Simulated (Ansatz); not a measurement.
Relaxation of a periodic cell of 31 atoms, TiAl30 (host Al, host structure fcc, dopant Ti, one Al atom removed), to a largest force component of 0.03 eV/Å in at most 60 steps.

The calculation used DFT PBE-D3(BJ), scalar-relativistic, plane waves, PAW (Ansatz). Settings: PAW set soft_1, cutoff 420 eV, k mesh 3x3x3, fermi-dirac smearing 0.15 eV, no spin polarisation.

```xyz
31
Lattice="8.1000 0.0000 0.0000 0.0000 8.1000 0.0000 0.0000 0.0000 8.1000" Properties=species:S:1:pos:R:3:forces:R:3
Al 4.050 0.000 0.000 0.07 -0.09 0.12
Al 6.075 2.025 0.000 0.07 0.00 -0.07
Al 6.075 0.000 2.025 -0.12 -0.09 -0.07
Al 0.000 0.000 0.000 0.00 0.03 -0.04
Al 2.025 2.025 0.000 -0.06 0.00 0.01
Al 4.050 4.050 0.000 0.07 0.09 0.12
Al 6.075 6.075 0.000 -0.13 0.00 0.13
Al 2.025 0.000 2.025 0.14 -0.14 0.06
Al 4.050 2.025 2.025 0.01 0.00 -0.01
Al 6.075 4.050 2.025 -0.12 0.09 -0.07
Al 4.050 0.000 4.050 -0.06 -0.14 -0.14
Al 6.075 2.025 4.050 -0.01 0.00 0.06
Al 6.075 0.000 6.075 0.04 0.03 0.00
Al 0.000 4.050 0.000 0.00 -0.03 -0.04
Al 2.025 6.075 0.000 0.13 0.00 0.22
Al 0.000 2.025 2.025 0.02 0.00 0.02
Al 2.025 4.050 2.025 0.14 0.14 0.06
Ti 2.025 6.075 4.050 -0.08 0.00 0.08
Al 0.000 0.000 4.050 0.09 0.01 0.03
Al 2.025 2.025 4.050 -0.03 0.00 0.03
Al 4.050 4.050 4.050 -0.06 0.14 -0.14
Al 6.075 6.075 4.050 -0.22 0.00 -0.13
Al 2.025 0.000 6.075 -0.03 0.01 -0.09
Al 4.050 2.025 6.075 -0.02 0.00 -0.02
Al 6.075 4.050 6.075 0.04 -0.03 0.00
Al 0.000 6.075 2.025 0.09 0.00 0.07
Al 0.000 4.050 4.050 0.09 -0.01 0.03
Al 0.000 2.025 6.075 0.01 0.00 -0.01
Al 2.025 4.050 6.075 -0.03 -0.01 -0.09
Al 4.050 6.075 6.075 -0.07 0.00 -0.09
Al 0.000 6.075 6.075 0.02 0.00 -0.02
```

Problem. Where does it end, and by what steps?

Solution. The forces met the threshold. Limits of this set-up: coarse k mesh, a small cell, in which the defect meets its images. After 2 steps the energy has fallen by 0.062 eV; Al15 moved furthest, 0.08 Å.

| step | energy less start (eV) | largest force component (eV/Å) | accepted |
| --- | --- | --- | --- |
| 0 | 0.0000 | 0.219 | yes |
| 1 | -0.0593 | 0.042 | yes |
| 2 | -0.0621 | 0.006 | yes |

```xyz
31
Lattice="8.1000 0.0000 0.0000 0.0000 8.1000 0.0000 0.0000 0.0000 8.1000" Properties=species:S:1:pos:R:3
Al 4.069 -0.014 0.014
Al 6.096 2.025 -0.021
Al 6.061 -0.014 2.006
Al 0.012 -0.002 0.004
Al 2.026 2.025 0.014
Al 4.069 4.064 0.014
Al 6.051 6.075 0.024
Al 2.064 -0.035 2.044
Al 4.057 2.025 2.018
Al 6.061 4.064 2.006
Al 4.031 -0.035 4.011
Al 6.061 2.025 4.049
Al 6.071 -0.002 6.063
Al 0.012 4.052 0.004
Al 2.070 6.075 0.061
Al 0.014 2.025 2.032
Al 2.064 4.085 2.044
Ti 1.992 6.075 4.083
Al 0.003 0.002 4.054
Al 2.027 2.025 4.048
Al 4.031 4.085 4.011
Al 6.014 6.075 4.005
Al 2.021 0.002 6.072
Al 4.043 2.025 6.061
Al 6.071 4.052 6.063
Al 0.013 6.075 2.047
Al 0.003 4.048 4.054
Al 0.006 2.025 6.069
Al 2.021 4.048 6.072
Al 4.028 6.075 6.062
Al -0.013 6.075 6.088
```

Whether the end is a true minimum wasn't checked by a vibrational analysis.

Time of the run: 29 s on 4 threads of Intel(R) Xeon(R) Platinum 8259CL CPU @ 2.50GHz (Skylake/Cascade Lake) (shared host), peak memory 1.3 GiB.
